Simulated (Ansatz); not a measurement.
**TaCo3: how the settings move a single-point run**

Question: which choices in the input matter for TaCo3?

Program: Ansatz 0.2.0. Level of theory: reference: DFT, LDA, PAW with Ansatz's default frozen-core files, scalar-relativistic. These are calculated values, not measurements.

### 1 The starting structure

Symmetry: Pm-3m, No. 221, cubic system. The conventional cell has a = 3.742 Å, b = 3.742 Å, c = 3.742 Å, α = 90.00°, β = 90.00°, γ = 90.00°. Around Ta (site symmetry m-3m) lie 12 Co at 2.65 Å. Around Co (site symmetry 4/mmm) lie 4 Ta at 2.65 Å and 8 Co at 2.65 Å.

As a file:

```cif
data_structure
_symmetry_space_group_name_H-M 'Pm-3m'
_symmetry_Int_Tables_number 221
_cell_length_a 3.7420
_cell_length_b 3.7420
_cell_length_c 3.7420
_cell_angle_alpha 90.000
_cell_angle_beta 90.000
_cell_angle_gamma 90.000
_cell_volume 52.40
loop_
_atom_site_label
_atom_site_type_symbol
_atom_site_symmetry_multiplicity
_atom_site_Wyckoff_symbol
_atom_site_fract_x
_atom_site_fract_y
_atom_site_fract_z
_atom_site_occupancy
Ta1 Ta 1 a 0.00000 0.00000 0.00000 1
Co1 Co 3 c 0.00000 0.50000 0.50000 1
```

### 2 Baseline

input.yaml

```yaml
crystal:
  lattice:
    - [3.7419790583, 0.0, 0.0]
    - [0.0, 3.7419790583, 0.0]
    - [0.0, 0.0, 3.7419790583]
  atoms:
    - { symbol: Ta, position: [0.0, 0.0, 0.0] }
    - { symbol: Co, position: [0.0, 0.5, 0.5], spin: 2.0 }
    - { symbol: Co, position: [0.5, 0.0, 0.5], spin: 2.0 }
    - { symbol: Co, position: [0.5, 0.5, 0.0], spin: 2.0 }
magnetization:
  spin_polarized: true
kpoints:
  mp_grid: { grid: [9, 9, 9] }
scf:
  occupations: { method: fermi_dirac, width: 0.08 }
  lower_state_search: "off"
hamiltonian:
  xc: lda
  pseudopotentials: { kind: paw }
output:
  forces: true
  stress: true
  eigenvalues: true
  populations: true
```

Started as:

```
ansatz run input.yaml --threads 2 --pin off --max-ram 6144MiB --backend cpu --events-out ev --progress --plain --runs-dir out
```

Excerpt of the output:

```text
[...]
Basis set: ecut = 420 eV, 1021 PW (Γ)
[...]
Magnetic group: BNS 221.92 (UNI 1594), of the structure as read, at distance tolerance 3.7e-5 Å
k-points: 35 of 729
[...]
SCF iter   1: F=—  HF=-24871.803761 eV  |F-HF|=—  |Δ(HF+E_count)|=         —  Δρ=1.33e-1 (↑8.75e-2 ↓1.33e-1)  dr2=6.56e0  dr2_m=5.25e0  M=1.927 μB ∫|m|=3.173 μB  β_m=0.30  ethr=3.10e-3  ⟨swp⟩=5.8  Hψ=9452  notcnv=0  defer=6
preconditioner: auto → Kerker (q_TF=auto, 2.821 Å⁻¹)  [metal: Δε(μ)=0.011 eV  Ē_g=6.762 eV  σ=0.080 eV  W_gap=0.03  n_scr=18 (ndim 8)  ℏωp=29.0 eV  f_vac=0.000  D(μ)=3.58/eV (n_scr^D=32)]
[...]
SCF iter   2: F=—  HF=-24871.494388 eV  |F-HF|=—  |Δ(HF+E_count)|=   3.09e-1  Δρ=9.64e-2 (↑9.64e-2 ↓5.95e-2)  dr2=1.57e0  dr2_m=2.63e0  M=1.937 μB ∫|m|=3.198 μB  β_m=0.30  ethr=3.10e-3  ⟨swp⟩=2.5  Hψ=4515  notcnv=0  defer=118
[...]
SCF iter  19: F=-24871.437679 eV  HF=-24871.437679 eV  |F-HF|=2.48e-8  |Δ(HF+E_count)|=   1.19e-6  Δρ=1.03e-5 (↑2.36e-6 ↓1.03e-5)  dr2=2.92e-8  dr2_m=1.75e-8  M=1.132 μB ∫|m|=1.649 μB  β_m=1.00  ethr=5.16e-11  ⟨swp⟩=6.3  Hψ=12949  notcnv=0
SCF iter  20: F=-24871.437679 eV  HF=-24871.437679 eV  |F-HF|=1.18e-8  |Δ(HF+E_count)|=   7.34e-8  Δρ=3.11e-6 (↑3.11e-6 ↓2.61e-6)  dr2=1.31e-8  dr2_m=8.68e-11  M=1.128 μB ∫|m|=1.643 μB  ethr=4.57e-11  ⟨swp⟩=3.0  Hψ=11335  notcnv=0
[...]
SCF converged after 20 iterations
Magnetization: 1.1284 μB (32.5642 up, 31.4358 down)
[...]
Free energy (F): -24871.437679 eV
[...]
E sigma→0 (E₀):  -24871.384090 eV
[...]
Fermi energy:    17.424591 eV
[...]
  P = ⅓ Tr σ = -30.8664 GPa (-308.664 kbar)
[...]
```

Run time: 10 s. Hardware: 2 threads of Arm Neoverse V2, shared host; peak memory 0.4 GiB.

### 3 Variant: occupations.method gaussian, occupations.width 0.05

Changes to input.yaml since step 2:

```diff
@@ -15,3 +15,3 @@
 scf:
-  occupations: { method: fermi_dirac, width: 0.08 }
+  occupations: { method: gaussian, width: 0.05 }
   lower_state_search: "off"
```

Started as:

```
ansatz run input.yaml --threads 2 --pin off --max-ram 6144MiB --backend cpu --events-out ev --progress --plain --runs-dir out
```

Output:

```text
Engine: ansatz 0.2.0
Pseudopotentials: kind: paw
Pseudopotential: Ta, paw, valence charge 13, recommended cutoff 420 eV (normal)
Pseudopotential: Co, paw, valence charge 17, recommended cutoff 420 eV (normal)
Functional definition: SPW92
  exchange = slater_x
  correlation = pw_c
Crystal: 4 atoms, lattice volume = 52.397 Å³
Basis set: ecut = 420 eV, 1021 PW (Γ)
Bands: 42, of which v1, the nominal top of the filled ones, is band 32 counted from 1 (31 counted from 0)
Symmetry: 48 space group operations
Space group: Pm-3m (ITA 221), of the structure as read, at distance tolerance 3.7e-5 Å
Magnetic group: BNS 221.92 (UNI 1594), of the structure as read, at distance tolerance 3.7e-5 Å
k-points: 35 of 729
Non-local potential: Ta, projectors of the file, l = 0: 3, l = 1: 2, l = 2: 2, l = 3: 1
Non-local potential: Co, projectors of the file, l = 0: 3, l = 1: 2, l = 2: 3, l = 3: 1
PAW form: soft (Blöchl's): semilocal exchange-correlation on the pseudo side does not see the compensation charge
PAW frozen core: Ta, regenerated for the run's functional, and the local potential with it (the file was generated under x = pbe(κ = 0.804, μ = 0.2195149727645171), c = pbe(β = 0.06672455060314922))
PAW frozen core: Co, regenerated for the run's functional, and the local potential with it (the file was generated under x = pbe(κ = 0.804, μ = 0.2195149727645171), c = pbe(β = 0.06672455060314922))
PAW one-centre angular grid: Ta, 590 points (default); XC on 64 Gauss nodes
PAW one-centre angular grid: Co, 590 points (default); XC on 64 Gauss nodes
Initial density: superposition of atomic densities (chi_scale 0.1, normalization cell)
Starting moments: Σ|m| = 6 μB on 3 of 4 sites
Initial wavefunctions: pseudopotential atomic-orbital guess
Functional: x = slater, c = lda
SCF iter   1: F=—  HF=-24871.768195 eV  |F-HF|=—  |Δ(HF+E_count)|=         —  Δρ=1.33e-1 (↑8.75e-2 ↓1.33e-1)  dr2=6.54e0  dr2_m=5.25e0  M=1.926 μB ∫|m|=3.176 μB  β_m=0.30  ethr=3.10e-3  ⟨swp⟩=5.5  Hψ=9435  notcnv=0  defer=2
preconditioner: auto → Kerker (q_TF=auto, 2.821 Å⁻¹)  [metal: Δε(μ)=0.011 eV  Ē_g=6.747 eV  σ=0.050 eV  W_gap=0.12  n_scr=18 (ndim 8)  ℏωp=29.0 eV  f_vac=0.000  D(μ)=3.65/eV (n_scr^D=32)]
spin=Collinear: Kerker preconditioning applied to the charge; magnetization (m = ρ↑ − ρ↓) channel mixes plain (no charge-response kernel on spin).
SCF iter   2: F=—  HF=-24871.459569 eV  |F-HF|=—  |Δ(HF+E_count)|=   3.09e-1  Δρ=9.64e-2 (↑9.64e-2 ↓5.97e-2)  dr2=1.57e0  dr2_m=2.64e0  M=1.926 μB ∫|m|=3.203 μB  β_m=0.30  ethr=3.10e-3  ⟨swp⟩=2.4  Hψ=4493  notcnv=0  defer=188
SCF iter   3: F=—  HF=-24871.363095 eV  |F-HF|=—  |Δ(HF+E_count)|=   9.65e-2  Δρ=5.66e-2 (↑5.66e-2 ↓5.65e-2)  dr2=9.30e-1  dr2_m=1.42e0  M=1.924 μB ∫|m|=3.098 μB  β_m=0.30  ethr=2.46e-3  ⟨swp⟩=2.7  Hψ=4210  notcnv=0  defer=188
SCF iter   4: F=—  HF=-24871.273430 eV  |F-HF|=—  |Δ(HF+E_count)|=   8.97e-2  Δρ=4.47e-2 (↑4.47e-2 ↓3.26e-2)  dr2=1.35e-1  dr2_m=7.07e-1  M=1.914 μB ∫|m|=3.111 μB  β_m=0.30  ethr=1.45e-3  ⟨swp⟩=2.9  Hψ=5001  notcnv=0  defer=185
SCF iter   5: F=—  HF=-24871.313096 eV  |F-HF|=—  |Δ(HF+E_count)|=   3.97e-2  Δρ=3.04e-2 (↑3.04e-2 ↓2.95e-2)  dr2=5.45e-3  dr2_m=4.30e-1  M=1.880 μB ∫|m|=3.009 μB  β_m=0.30  ethr=2.11e-4  ⟨swp⟩=2.2  Hψ=3769  notcnv=0  defer=185
SCF iter   6: F=—  HF=-24871.343523 eV  |F-HF|=—  |Δ(HF+E_count)|=   3.04e-2  Δρ=2.41e-2 (↑2.41e-2 ↓2.23e-2)  dr2=6.90e-3  dr2_m=2.58e-1  M=1.850 μB ∫|m|=2.945 μB  β_m=0.30  ethr=8.52e-6  ⟨swp⟩=2.2  Hψ=5343  notcnv=0  defer=185
SCF iter   7: F=—  HF=-24871.360899 eV  |F-HF|=—  |Δ(HF+E_count)|=   1.74e-2  Δρ=1.98e-2 (↑1.71e-2 ↓1.98e-2)  dr2=3.25e-3  dr2_m=1.63e-1  M=1.823 μB ∫|m|=2.876 μB  β_m=0.30  ethr=8.52e-6  ⟨swp⟩=2.0  Hψ=3815  notcnv=0  defer=185
SCF iter   8: F=—  HF=-24871.371420 eV  |F-HF|=—  |Δ(HF+E_count)|=   1.05e-2  Δρ=1.44e-2 (↑1.40e-2 ↓1.44e-2)  dr2=8.71e-5  dr2_m=9.67e-2  M=1.817 μB ∫|m|=2.833 μB  β_m=0.30  ethr=5.08e-6  ⟨swp⟩=1.5  Hψ=3273  notcnv=0  defer=185
Mixer restart at iter 8: flushing history
spin-set hold released at iteration 8 (site moments contracting): the magnetisation degrees of freedom join the quasi-Newton model from the next iteration; the mixer history was flushed
SCF iter   9: F=—  HF=-24871.377456 eV  |F-HF|=—  |Δ(HF+E_count)|=   6.04e-3  Δρ=1.16e-2 (↑1.08e-2 ↓1.16e-2)  dr2=2.86e-4  dr2_m=6.03e-2  M=1.806 μB ∫|m|=2.793 μB  β_m=0.59  ethr=1.36e-7  ⟨swp⟩=2.0  Hψ=5149  notcnv=0  defer=185
SCF iter  10: F=—  HF=-24871.388989 eV  |F-HF|=—  |Δ(HF+E_count)|=   1.15e-2  Δρ=6.30e-3 (↑6.30e-3 ↓5.05e-4)  dr2=1.42e-2  dr2_m=4.93e-3  M=1.731 μB ∫|m|=2.607 μB  β_m=0.47  ethr=1.36e-7  ⟨swp⟩=2.7  Hψ=5837  notcnv=0  defer=185
SCF iter  11: F=—  HF=-24871.388284 eV  |F-HF|=—  |Δ(HF+E_count)|=   7.06e-4  Δρ=2.29e-3 (↑2.29e-3 ↓2.13e-3)  dr2=6.02e-5  dr2_m=2.27e-3  M=1.705 μB ∫|m|=2.564 μB  β_m=0.74  ethr=1.36e-7  ⟨swp⟩=2.9  Hψ=5954  notcnv=0  defer=185
SCF iter  12: F=—  HF=-24871.389007 eV  |F-HF|=—  |Δ(HF+E_count)|=   7.23e-4  Δρ=1.19e-3 (↑1.19e-3 ↓5.19e-4)  dr2=2.31e-4  dr2_m=3.18e-4  M=1.679 μB ∫|m|=2.494 μB  β_m=0.87  ethr=9.41e-8  ⟨swp⟩=2.5  Hψ=5125  notcnv=0  defer=185
SCF iter  13: F=—  HF=-24871.389191 eV  |F-HF|=—  |Δ(HF+E_count)|=   1.84e-4  Δρ=1.53e-4 (↑1.53e-4 ↓1.12e-4)  dr2=1.68e-5  dr2_m=1.69e-6  M=1.659 μB ∫|m|=2.439 μB  β_m=0.82  ethr=9.41e-8  ⟨swp⟩=2.4  Hψ=5217  notcnv=0  defer=185
SCF iter  14: F=—  HF=-24871.389191 eV  |F-HF|=—  |Δ(HF+E_count)|=   6.76e-7  Δρ=9.11e-5 (↑8.94e-5 ↓9.11e-5)  dr2=1.13e-5  dr2_m=1.76e-7  M=1.659 μB ∫|m|=2.437 μB  β_m=0.91  ethr=2.63e-8  ⟨swp⟩=2.2  Hψ=4037  notcnv=0  defer=185
SCF iter  15: F=—  HF=-24871.389191 eV  |F-HF|=—  |Δ(HF+E_count)|=   5.01e-7  Δρ=9.97e-5 (↑7.46e-5 ↓9.97e-5)  dr2=1.13e-5  dr2_m=9.23e-8  M=1.659 μB ∫|m|=2.437 μB  β_m=0.76  ethr=1.77e-8  ⟨swp⟩=1.0  Hψ=2755  notcnv=0  defer=185
SCF iter  16: F=—  HF=-24871.389190 eV  |F-HF|=—  |Δ(HF+E_count)|=   1.08e-6  Δρ=2.71e-5 (↑9.89e-6 ↓2.71e-5)  dr2=1.42e-7  dr2_m=1.51e-7  M=1.659 μB ∫|m|=2.436 μB  β_m=0.88  ethr=1.76e-8  ⟨swp⟩=1.1  Hψ=2786  notcnv=0  defer=185
iter 17 did not close the SCF: its close was put off for a magnetic moment that had not settled (scf_convergence_deferred on its scf_iter line)
SCF iter  17: F=-24871.389190 eV  HF=-24871.389190 eV  |F-HF|=8.69e-10  |Δ(HF+E_count)|=   3.01e-8  Δρ=4.88e-6 (↑4.88e-6 ↓4.54e-6)  dr2=7.51e-10  dr2_m=1.02e-8  M=1.658 μB ∫|m|=2.436 μB  β_m=0.94  ethr=1.56e-10  ⟨swp⟩=10.2  Hψ=10505  notcnv=0
SCF iter  18: F=-24871.389190 eV  HF=-24871.389190 eV  |F-HF|=1.21e-9  |Δ(HF+E_count)|=   3.27e-9  Δρ=1.13e-6 (↑1.13e-6 ↓7.39e-7)  dr2=1.28e-9  dr2_m=2.44e-11  M=1.658 μB ∫|m|=2.435 μB  ethr=1.17e-12  ⟨swp⟩=1.0  Hψ=7989  notcnv=0
SCF 1 converged in 18 iterations: F = -24871.389190 eV  dr2 = 1.28e-9
SCF converged after 18 iterations
Magnetization: 1.6581 μB (32.8291 up, 31.1709 down)
Absolute magnetization: 2.4358 μB (∫|ρ↑−ρ↓|, with the PAW one-centre terms)
Spin contamination: 0.0565 ħ² per cell (⟨S²⟩ above its minimum at these occupations)
Per-site moments (μB) at R_I (Å): [(-0.1869587365555953, 1.0914662414625673), (0.6764937732722719, 1.0914662414625673), (0.6764937732722723, 1.0914662414625673), (0.6764937732722718, 1.0914662414625673)]
Free energy (F): -24871.389190 eV
Harris-Foulkes:  -24871.389190 eV  (|F-HF|=1.21e-9)
Internal energy: -24871.383801 eV  (E = F + TS)
E sigma→0 (E₀):  -24871.386495 eV
Entropy (-TS):   -0.005390 eV (-1.347 meV/atom)
Fermi energy:    17.432355 eV
--- Per-component energies (eV) ---
  E_band       = -891.096268
  E_kinetic    = 1724.748379
  E_local      = -9818.648716  (includes V_loc(G=0)·N_el)
  E_nonlocal   = 1395.513264
  E_hartree    = 4103.167514
  E_xc         = -687.807670
  E_vxc        = -815.488067  (∫ρ·V_xc dr)
  E_paw        = -12504.505174  (= ΣΔE_a)
  E_vpaw       = -1583.552508  (= ΣTr[D̂ρ^β])
  E_aug_tail   = 0.000256  (compensation charges beyond the density's cutoff)
  E_ewald      = -9085.365309
  E_core_change = 1.513655  (= ΣΔE_core)
  E_smearing   = -0.005390  (= −TS)
  E_closure    = -0.000000  (closes the sum)
  Σ components = -24871.389190   (vs F -24871.389190, Δ=0.00e0)
--- Forces (eV/Å), atoms counted from 1 ---
  atom   1  Ta    -0.00000000     0.00000000    -0.00000000
  atom   2  Co     0.00000000    -0.00000000     0.00000000
  atom   3  Co     0.00000000    -0.00000000     0.00000000
  atom   4  Co     0.00000000     0.00000000     0.00000000
  max |Σ_I F_I| component: 1.82e-28 eV/Å
--- Stress (GPa, compression-positive) ---
      -30.171781       0.000000       0.000000
        0.000000     -30.171781       0.000000
        0.000000       0.000000     -30.171781
  P = ⅓ Tr σ = -30.1718 GPa (-301.718 kbar)
--- Band table (eV; the first three rows and the last of 70) ---
  k-point 0 ↑: bands = ["-76.7888", "-76.7639", "-76.7639", "-50.4056", "-40.5188", "-40.5188", "-40.5188", "-40.4317", "-40.4317", "-40.4317", "-40.4005", "-40.4005", "-40.4005", "-16.8510", "-16.8510", "-16.8510", "9.1039", "12.7685", "12.7685", "13.7832", "13.8429", "13.8429", "13.8429", "15.8501", "15.8501", "15.8501", "16.8856", "16.8856", "17.2684", "17.4857", "17.4857", "17.4857", "19.5678", "19.5678", "20.2174", "20.2174", "20.2174", "21.3440", "21.3440", "21.3440", "26.9760", "28.9494"]
  k-point 1 ↑: bands = ["-76.7881", "-76.7645", "-76.7639", "-50.4056", "-40.5168", "-40.5168", "-40.5153", "-40.4322", "-40.4322", "-40.4318", "-40.4040", "-40.4019", "-40.4019", "-16.8588", "-16.8512", "-16.8512", "9.2698", "12.8558", "12.8639", "13.8334", "13.8996", "13.9108", "13.9108", "15.7870", "15.8963", "15.8963", "16.8303", "16.8962", "17.2146", "17.2737", "17.2737", "17.4859", "18.9225", "19.4861", "19.7934", "19.7934", "20.3181", "21.3233", "21.9124", "21.9124", "27.3160", "28.0989"]
  k-point 2 ↑: bands = ["-76.7863", "-76.7664", "-76.7639", "-50.4055", "-40.5115", "-40.5115", "-40.5055", "-40.4341", "-40.4341", "-40.4323", "-40.4139", "-40.4053", "-40.4053", "-16.8785", "-16.8518", "-16.8518", "9.7502", "13.0349", "13.1294", "13.9829", "14.0643", "14.1131", "14.1131", "15.6055", "16.0247", "16.0247", "16.6698", "16.7598", "16.7598", "16.9115", "17.0625", "17.4863", "17.7595", "19.1415", "19.1415", "19.2746", "20.2627", "21.2722", "22.9557", "22.9557", "27.1035", "27.6879"]
  k-point 34 ↓: bands = ["-75.9803", "-75.9795", "-75.9795", "-50.4940", "-39.7701", "-39.7699", "-39.7699", "-39.7142", "-39.6675", "-39.6675", "-39.6671", "-39.5668", "-39.5668", "-17.0149", "-17.0138", "-17.0138", "13.0007", "13.0845", "13.0845", "13.7499", "16.1777", "16.1777", "16.2645", "16.3814", "16.4024", "16.4024", "16.4922", "16.4922", "17.0419", "17.4315", "17.4315", "17.6970", "18.0634", "18.4695", "18.4695", "19.4863", "19.4863", "19.9190", "21.1923", "21.1923", "24.6741", "26.9035"]
--- Löwdin populations: 4 sites ---
  site symbol       q [e]    m [muB]
     0     Ta     12.9877    -0.3186
     1     Co     16.7652     0.6844
     2     Co     16.7652     0.6844
     3     Co     16.7652     0.6844
  spilling = 0.011197 (of n_electrons = 64.000000)
```

Wall time 8.1 s (2 threads of Arm Neoverse V2, shared host); peak memory 0.4 GiB.

Changing the smearing moves the energy by -0.6 meV/atom (σ→0 values), and the pressure goes from -30.9 to -30.2 GPa and the absolute moment goes from 1.64 to 2.44 μB. Cost: 18 SCF cycles against 20.

### 4 Comparison

| run | ending | energy change | pressure (GPa) | abs. moment (μB) | force (eV/Å) | cycles | time |
| --- | --- | --- | --- | --- | --- | --- | --- |
| reference | converged | 0 | -30.9 | 1.64 | 0.00 | 20 | 10 s |
| 1: occupations.method gaussian, occupations.width 0.05 | converged | -0.6 meV/atom (σ→0) | -30.2 | 2.44 | 0.00 | 18 | 8.1 s |

Residual by cycle in the longest SCF loop of each run; runs are numbered as in the table. The quantity is the density residual dr2, in eV.

| cycle | reference | run 1 |
| --- | --- | --- |
| 1 | 6.56 | 6.54 |
| 3 | 0.94 | 0.93 |
| 4 | 0.146 | 0.135 |
| 6 | 0.0083 | 0.0069 |
| 8 | 1.2e-4 | 8.7e-5 |
| 10 | 0.00356 | 0.0142 |
| 11 | 0.00128 | 6.0e-5 |
| 13 | 5.5e-5 | 1.7e-5 |
| 15 | 9.1e-6 | 1.1e-5 |
| 17 | 1.3e-7 | 7.5e-10 |
| 18 | 3.3e-8 | 1.3e-9 |
| 20 | 1.3e-8 | - |

**Reading.** Changing the smearing moves the energy by -0.6 meV/atom (σ→0 values), and the pressure goes from -30.9 to -30.2 GPa and the absolute moment goes from 1.64 to 2.44 μB. Cost: 18 SCF cycles against 20. The structure is not at rest: the sound run finds -31 GPa, so these are no properties of the relaxed crystal. 
